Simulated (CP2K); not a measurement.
# GaGe under changes of volume

One of the cells (24.335 Å³/atom); the others are scaled copies at fixed shape and fractional positions:

```
CELL_PARAMETERS angstrom
4.09817 0.00000 0.00000
2.04909 3.54912 0.00000
2.04909 1.18304 3.34614
ATOMIC_POSITIONS crystal
Ge 0.00000 0.00000 0.00000
Ga 0.25000 0.25000 0.25000
```

The cell comes from a database or a generator and needn't be the stable form of this composition.

```yaml
Program: CP2K 2026.2
Functional: r2SCAN
Potentials_or_basis: POTENTIAL_UZH Ge GTH-SCAN-q4, Ga GTH-SCAN-q13; TZVP-MOLOPT-SCAN-GTH basis
Density_cutoff: 9184 eV
k_mesh: 8 × 8 × 8
Occupations: fermi-dirac, width 0.05 eV
Spin: no spin polarisation
```

```tsv
volume (Å³/atom)	energy over the lowest point (meV/atom)	pressure (GPa)
22.875	0.00	-0.5
23.361	3.09	-1.6
23.848	9.54	-2.6
24.335	24.55	-3.4
24.821	?	?
25.308	50.19	-4.9
25.795	66.14	-5.5
```

Task: What does the run at 24.821 Å³/atom give?

Result: Energy over the lowest point 36.25 meV/atom; pressure -4.2 GPa.

Worked out: A Birch-Murnaghan fit of order 3 (a polynomial in V^(-2/3)) to the other rows has its minimum at 22.90 Å³/atom with B0 = V·E''(V) = 113 GPa (rough, since the energies scatter). It gives 36.59 meV/atom at 24.821 Å³/atom, against the run's 36.25, and -dE/dV = -4.7 GPa, against -4.2.

Energies are extrapolated to zero smearing.

Caveats: the basis of atomic orbitals isn't converged, which shifts pressures, moduli and gaps.
